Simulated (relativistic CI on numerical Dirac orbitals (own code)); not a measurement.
# Cu²⁺: M2,3 absorption multiplets

Wanted: the shape of the M2,3 absorption spectrum of Cu²⁺ in 4 surroundings, from the same atomic integrals.

Program: relativistic CI on numerical Dirac orbitals (own code) version 1. Level of theory: Dirac-Coulomb-Breit CI, KLI orbitals optimised for each configuration, model QED (radiative potential, 1s self-energy scaled to tabulated hydrogen-like ionisation energies), multiplet model of core-to-valence dipole absorption in a parametric crystal field. These are calculated values, not measurements, unless marked.

## (1) The system

| Quantity | Value |
| --- | --- |
| ion | Cu²⁺ (Cu III) |
| nuclear charge | 29 |
| electrons | 27 |
| configurations | [Ar] 3d9 → [Ne] 3s2 3p5 3d10 |
| magnetising field for the dichroism, Lz and Sz | exchange field 10 meV on Sz; these come from the lowest magnetised state alone (0 K) |
| temperature of the isotropic spectrum | 10 K |
| widths | Lorentz 1.2 eV, Gauss 0.3 eV |
| surrounding 1 | Oh, 10Dq = 19600 cm⁻¹ |
| surrounding 2 | Oh, 10Dq = 23700 cm⁻¹ |
| surrounding 3 | Oh, 10Dq = 27750 cm⁻¹ |
| surrounding 4 | Oh, 10Dq = 31850 cm⁻¹ |

## (2) Surrounding 1: Oh, 10Dq = 19600

The run's settings:

```ini
atom Cu  Z=29  charge=2  electrons=27
nucleus A=63  rms_radius_fm=3.8823
hamiltonian dirac-coulomb  breit=on  qed=on  c_scale=1
orbitals kli  potential=per-configuration
slater_scale 1
correlation none
mixing on
configurations
  [Ar] 3d9
  [Ne] 3s2 3p5 3d10
end
absorption M2,3 T=10 lorentz=1.2 gauss=0.3
crystal_field Oh 10Dq=19600
```

## (3) Surrounding 2: Oh, 10Dq = 23700

The settings differ from step 2 so:

```diff
@@ -12,2 +12,2 @@
 absorption M2,3 T=10 lorentz=1.2 gauss=0.3
-crystal_field Oh 10Dq=19600
+crystal_field Oh 10Dq=23700
```

## (4) Surrounding 3: Oh, 10Dq = 27750

The settings differ from step 3 so:

```diff
@@ -12,2 +12,2 @@
 absorption M2,3 T=10 lorentz=1.2 gauss=0.3
-crystal_field Oh 10Dq=23700
+crystal_field Oh 10Dq=27750
```

## (5) Surrounding 4: Oh, 10Dq = 31850

The settings differ from step 4 so:

```diff
@@ -12,2 +12,2 @@
 absorption M2,3 T=10 lorentz=1.2 gauss=0.3
-crystal_field Oh 10Dq=27750
+crystal_field Oh 10Dq=31850
```

(Steps that only read results are left out.)

Before running it: what results should come out? Wanted: highest peak, first run; ground spin; core spin-orbit splitting.

As calculated:

| surrounding | ground S | Lz (0 K) | Sz (0 K) | centroid (eV) | share of the lower edge | up to four highest peaks (% of the highest), eV |
| --- | --- | --- | --- | --- | --- | --- |
| 1: Oh | 0.50 | -0.16 | -0.50 | 77.91 | - | 77.2 (100), 79.8 (45) |
| 2: Oh | 0.50 | -0.13 | -0.50 | 78.23 | - | 77.5 (100), 80.0 (46) |
| 3: Oh | 0.50 | -0.11 | -0.50 | 78.55 | - | 77.8 (100), 80.2 (47) |
| 4: Oh | 0.50 | -0.10 | -0.50 | 78.86 | - | 78.0 (100), 80.5 (48) |

| quantity | value |
| --- | --- |
| highest peak, first run | 77.2 eV |
| ground spin (effective S from ⟨S²⟩) | 0.50 |
| core spin-orbit splitting (without Breit) | 2.57 eV |

The position of the maximum differs by up to 0.8 eV between the surroundings, by shifts of peaks or by peaks exchanging rank. Edge positions are free-ion values and differ from those in solids by a few eV or more.
